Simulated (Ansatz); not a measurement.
# Si62P: the cost of one run

All numbers below are computed with Ansatz 0.2.0 (DFT LDA, plane waves, PAW, scalar-relativistic, collinear spin).

## Step 1: Starting point

The cell holds 63 atoms (PSi62): a = 10.860 Å, b = 10.860 Å, c = 10.860 Å, α = 90.00°, β = 90.00°, γ = 90.00°.

The coordinates stand in the first input below.

## Step 2: End point A

Input file input.yaml:

```yaml
crystal:
  lattice:
    - [10.86, 0.0, 0.0]
    - [0.0, 10.86, 0.0]
    - [0.0, 0.0, 10.86]
  atoms:
    - { symbol: Si, position: [0.4989472, 0.0003866, 9.15e-05] }
    - { symbol: P, position: [0.6209872, 0.1266979, 0.1198149], spin: 1.0 }
    - { symbol: Si, position: [0.7471468, 0.2523712, 0.0010314] }
    - { symbol: Si, position: [0.8724291, 0.3781949, 0.126692] }
    - { symbol: Si, position: [0.8760816, 0.1191106, 0.3766592] }
    - { symbol: Si, position: [0.0017648, 0.0022298, 0.0008947] }
    - { symbol: Si, position: [0.1260191, 0.1277932, 0.1264749] }
    - { symbol: Si, position: [0.2463778, 0.2503382, -0.0011176] }
    - { symbol: Si, position: [0.3769494, 0.3768563, 0.1275527] }
    - { symbol: Si, position: [0.503085, 0.4995227, 0.0023369] }
    - { symbol: Si, position: [0.6240216, 0.6264637, 0.1218781] }
    - { symbol: Si, position: [0.750122, 0.7498922, 0.0027498] }
    - { symbol: Si, position: [0.8726975, 0.8743641, 0.1229314] }
    - { symbol: Si, position: [0.2474882, -0.0057883, 0.2537065] }
    - { symbol: Si, position: [0.3727857, 0.1256437, 0.3762039] }
    - { symbol: Si, position: [0.5034235, 0.2473888, 0.249022] }
    - { symbol: Si, position: [0.6227485, 0.3733516, 0.3699156] }
    - { symbol: Si, position: [0.7507808, 0.4991554, 0.250818] }
    - { symbol: Si, position: [0.8769235, 0.6304552, 0.3774751] }
    - { symbol: Si, position: [0.4991274, -0.0020796, 0.5010838] }
    - { symbol: Si, position: [0.6237468, 0.1240186, 0.625714] }
    - { symbol: Si, position: [0.7526334, 0.2464777, 0.5007167] }
    - { symbol: Si, position: [0.874894, 0.377759, 0.6265036] }
    - { symbol: Si, position: [0.749088, -0.0016669, 0.7506656] }
    - { symbol: Si, position: [0.8771886, 0.1230298, 0.8729568] }
    - { symbol: Si, position: [-0.0025483, 0.5029842, 0.0015963] }
    - { symbol: Si, position: [0.1226115, 0.6248494, 0.1229238] }
    - { symbol: Si, position: [0.2462946, 0.744125, -0.0019652] }
    - { symbol: Si, position: [0.3747955, 0.8751971, 0.1246189] }
    - { symbol: Si, position: [0.0041088, 0.252767, 0.246419] }
    - { symbol: Si, position: [0.1267142, 0.377113, 0.3776448] }
    - { symbol: Si, position: [0.2506311, 0.5006908, 0.2502171] }
    - { symbol: Si, position: [0.3726403, 0.6240332, 0.3736598] }
    - { symbol: Si, position: [0.5023101, 0.7511879, 0.2505898] }
    - { symbol: Si, position: [0.6244385, 0.8757716, 0.3794248] }
    - { symbol: Si, position: [-0.0003258, 0.0001885, 0.4992748] }
    - { symbol: Si, position: [0.1322249, 0.1285166, 0.6295058] }
    - { symbol: Si, position: [0.2495644, 0.2460557, 0.4993977] }
    - { symbol: Si, position: [0.3786186, 0.3751574, 0.6260748] }
    - { symbol: Si, position: [0.5016737, 0.4990622, 0.5005179] }
    - { symbol: Si, position: [0.6281907, 0.6231923, 0.6243393] }
    - { symbol: Si, position: [0.7465162, 0.7461752, 0.5026673] }
    - { symbol: Si, position: [0.874466, 0.8754066, 0.6269538] }
    - { symbol: Si, position: [0.2485501, -0.0021375, 0.7465043] }
    - { symbol: Si, position: [0.3731562, 0.1230878, 0.8729212] }
    - { symbol: Si, position: [0.4995347, 0.2502082, 0.7548138] }
    - { symbol: Si, position: [0.6220897, 0.3732656, 0.8795846] }
    - { symbol: Si, position: [0.744606, 0.4970609, 0.7504614] }
    - { symbol: Si, position: [0.8778334, 0.6266013, 0.8727339] }
    - { symbol: Si, position: [0.0013066, 0.7513634, 0.2510698] }
    - { symbol: Si, position: [0.1259539, 0.8729941, 0.3736263] }
    - { symbol: Si, position: [0.0004365, 0.4993878, 0.4995342] }
    - { symbol: Si, position: [0.1270048, 0.6219965, 0.6300155] }
    - { symbol: Si, position: [0.2513863, 0.7484789, 0.4994354] }
    - { symbol: Si, position: [0.372156, 0.8724285, 0.6258069] }
    - { symbol: Si, position: [0.0012404, 0.2481261, 0.7526007] }
    - { symbol: Si, position: [0.1253905, 0.3748505, 0.8725867] }
    - { symbol: Si, position: [0.2505873, 0.4981905, 0.7484571] }
    - { symbol: Si, position: [0.3783118, 0.6230401, 0.8738904] }
    - { symbol: Si, position: [0.4987283, 0.7466306, 0.7476128] }
    - { symbol: Si, position: [0.6253784, 0.8719281, 0.8710238] }
    - { symbol: Si, position: [-0.0022109, 0.7498635, 0.753665] }
    - { symbol: Si, position: [0.1209449, 0.8747694, 0.872807] }
magnetization:
  spin_polarized: true
basis:
  ecutwfc: 420.0
kpoints:
  mp_grid: { grid: [1, 1, 1] }
hamiltonian:
  xc: lda
  pseudopotentials: { kind: paw, azcp: { folder: soft_1 } }
scf:
  occupations: { method: gaussian, width: 0.02 }
  lower_state_search: "off"
relax:
  f_tol: 0.03
  max_steps: 60
  adjacent_minimum: "off"
output:
  write_density: true
  write_potential: true
  elf: true
  volumetric_format: npy
```

On the command line:

```
$ ansatz run input.yaml --threads 4 --pin off --max-ram 10240MiB --backend cpu --events-out ev --progress --plain --runs-dir out
```

Q: Estimate wall time and peak memory on 4 threads of Arm Neoverse V2, shared host.

About 2.9 min, with a peak of 1.5 GiB.
